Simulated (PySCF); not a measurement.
# C6H9OP: the cost of one run

Programs: PySCF 2.14.0, with density-fitted response routines of our own. Each step states its level of theory. These are calculated values for one molecule in the gas phase, unless marked as measured. Atoms count from 0, in the outputs and in this text.

### 1 The molecule as given

17 atoms, charge 0, multiplicity 1; geometry from: GFN2-xTB. The atoms were then displaced at random by about 0.01 Å, so the start is not that level's minimum.

Bonds of the start (Å): C0–C1 1.31, C1–P2 1.81, P2–O3 1.45, P2–C4 1.82, C4–C5 1.33, P2–C6 1.85, C6–C7 1.32, C0–H8 1.06, C0–H9 1.10, C1–H10 1.07, C4–H11 1.07, C5–H12 1.09, C5–H13 1.09, C6–H14 1.08, C7–H15 1.06, C7–H16 1.09.

### 2 Geometry optimisation at PBE0-D3(BJ)/def2-SVP

Job settings and geometry (Å):

```
{"job": {"xc": "PBE0", "basis": "def2-SVP", "d3": "d3bj", "grid": 1, "shake": 0.01, "kind": "geom"}, "charge": 0, "multiplicity": 1}
C     -1.691690    -2.054100     0.615700
C     -0.769740    -1.547630    -0.171490
P     -0.120160     0.108490     0.181570
O     -0.666660     0.779990     1.344400
C     -0.292750     0.990280    -1.396340
C     -0.936930     2.155280    -1.393950
C      1.702310    -0.169560     0.311080
C      2.342490     0.241910     1.391350
H     -2.159320    -2.994640     0.485910
H     -2.073910    -1.441070     1.450430
H     -0.371640    -2.086930    -1.005280
H      0.135520     0.553300    -2.269900
H     -1.117210     2.745490    -2.293850
H     -1.346490     2.545790    -0.461230
H      2.186210    -0.668390    -0.512920
H      3.387300     0.121900     1.550490
H      1.776170     0.731710     2.184220
```

The run is started by

```sh
$ OMP_NUM_THREADS=1 python probes_run.py task.json out
```

The driver reads the jobs from task.json and runs them one after another.

**Question.** How long does this first job take on 1 thread of Arm Neoverse V1, shared host, and how much memory does it need?

About 81 s, with a peak of 0.66 GiB.
